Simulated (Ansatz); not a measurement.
# BeSi under changes of volume

One of the cells (13.044 Å³/atom); the others are scaled copies at fixed shape and fractional positions:

```xyz
2
Lattice="2.9658 0.0000 0.0000 0.0000 2.9658 0.0000 0.0000 0.0000 2.9658" Properties=species:S:1:pos:R:3 pbc="T T T"
Be    1.4829    1.4829    1.4829
Si    0.0000    0.0000    0.0000
```

The cell was built by a generator and needn't be a form met in nature.

```yaml
Program: Ansatz 0.2.0
Functional: PBE
Potentials_or_basis: all-electron LAPW, scalar-relativistic
Cutoff: 142 eV (chosen from the basis error)
Basis_error_allowed: 0.0005 eV/atom
k_mesh: 9 × 9 × 9
Occupations: fermi-dirac, width 0.05 eV
Spin: no spin polarisation
```

```tsv
volume (Å³/atom)	energy over the lowest point (meV/atom)	pressure (GPa)
12.261	0.00	-5.1
12.522	9.08	-6.4
12.783	20.32	-7.7
13.044	33.63	-8.9
13.305	48.85	-9.9
13.566	?	?
13.827	84.23	-11.8
```

Task: What does the run at 13.566 Å³/atom give?

Result: Energy over the lowest point 65.78 meV/atom; pressure -10.9 GPa.

Worked out: A Birch-Murnaghan fit of order 3 (a polynomial in V^(-2/3)) to the other rows has no minimum within the range. It gives 65.74 meV/atom at 13.566 Å³/atom, against the run's 65.78, and -dE/dV = -10.9 GPa, against -10.9.

Energies are extrapolated to zero smearing.
